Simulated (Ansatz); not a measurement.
# CH₃BClFSe: up Jacob's ladder to CCSD(T)

An exercise on one series of results from a longer session: the logs are not shown, and one member is left open.

Computed with Ansatz 0.2.0, Gaussian basis. Level: functionals in def2-TZVPP, the program's frozen cores in correlated methods.

Plan: LDA (SPW92), PBE-D4, revPBE-D4, BLYP-D4, r2SCAN-D4, B97M-V, PBE0-D4, B3LYP-D4, r2SCANh-D4, r2SCAN0-D4, HSE06-D4, BHLYP-D4, CAM-B3LYP-D4, LC-ωPBE, ωB97X-V, ωB97M-V, B2PLYP, PBE-QIDH; CCSD(T)/def2-SVP; CCSD(T)/def2-TZVPP; MP2/def2-QZVPP; extrapolation to the limit; RPA on PBE.

## The geometry

The geometry comes from an earlier relaxation with PBE0-D4 in a triple-zeta def2 set; it is a stationary point, not always the lowest conformer.

SMILES `C[Se]B(F)Cl`, 8 atoms, charge 0, spin multiplicity 1.

Atoms are counted from 1 here; the program's logs count them from 0.

Bond lengths: C1–Se2 1.948 Å, C1–H6 1.088 Å, C1–H7 1.087 Å, C1–H8 1.087 Å, Se2–B3 1.926 Å, B3–F4 1.319 Å, B3–Cl5 1.754 Å. Angles: Se2–C1–H6 106.2°, Se2–C1–H7 109.9°, Se2–C1–H8 109.9°, H6–C1–H7 110.1°, H6–C1–H8 110.1°, H7–C1–H8 110.6°, C1–Se2–B3 100.4°, Se2–B3–F4 118.0°, Se2–B3–Cl5 123.8°, F4–B3–Cl5 118.2°.

Set-up of the first run:

The input, in.yaml:

```yaml
crystal:
  periodic: [false, false, false]
  atoms:
    - {symbol: C, position_ang: [-0.840496, 0.869845, -0.530905]}
    - {symbol: Se, position_ang: [-0.666244, -0.129684, 1.131952]}
    - {symbol: B, position_ang: [0.963320, -1.096522, 0.786409]}
    - {symbol: F, position_ang: [1.413352, -1.908373, 1.723885]}
    - {symbol: Cl, position_ang: [1.881251, -0.959025, -0.701616]}
    - {symbol: H, position_ang: [-1.750310, 1.459666, -0.436763]}
    - {symbol: H, position_ang: [0.017255, 1.524603, -0.660443]}
    - {symbol: H, position_ang: [-0.926128, 0.182388, -1.368318]}
basis:
  gaussian: {orbitals: def2-TZVPP}
hamiltonian: {xc: lda}
output: {orbitals: {seedname: orbitals}}
```

On the command line:

```bash
ansatz run in.yaml --threads 4 --pin off --events-out ev --progress --plain --max-ram 10444MiB
```

Among the steps run: LDA; PBE-D4 (GGA); revPBE-D4 (GGA); BLYP-D4 (GGA); r2SCAN-D4 (meta-GGA); B97M-V (meta-GGA); B3LYP-D4 (hybrid); r2SCANh-D4 (hybrid); r2SCAN0-D4 (hybrid); HSE06-D4 (hybrid); BHLYP-D4 (hybrid); CAM-B3LYP-D4 (range-separated); LC-ωPBE (range-separated); ωB97X-V (range-separated); ωB97M-V (range-separated); B2PLYP (double hybrid); PBE-QIDH (double hybrid).

One table of the session follows, with a row left open; its other results are not shown here.

It belongs to the step «Frontier levels by functional». 

```
  functional  HOMO (eV)  gap (eV)
 LDA (SPW92)      -6.35      4.55
      PBE-D4      -6.19      4.66
   revPBE-D4      -6.13      4.71
     BLYP-D4      -6.02      4.66
   r2SCAN-D4      -6.46      5.21
      B97M-V      -6.50      5.36
     PBE0-D4      -7.32      6.70
    B3LYP-D4      -7.09      6.28
  r2SCANh-D4      -6.87      5.95
  r2SCAN0-D4          ?         ?
    HSE06-D4      -6.93      5.92
    BHLYP-D4      -8.30      8.75
CAM-B3LYP-D4      -8.58      9.10
     LC-ωPBE      -9.92     11.55
     ωB97X-V      -9.58     11.16
     ωB97M-V      -9.44     10.88
```

**Question.** Estimate the row for r2SCAN0-D4.

Worked estimate for «HOMO (eV)». Against the share of exact exchange, r2SCAN-D4 (0, -6.46), r2SCANh-D4 (0.1, -6.87) give a slope of -4.10 per unit share; at 0.25 the line stands at -7.48.

As computed: HOMO (eV): -7.50; gap (eV): 7.06. In «HOMO (eV)» the line misses by +0.02.
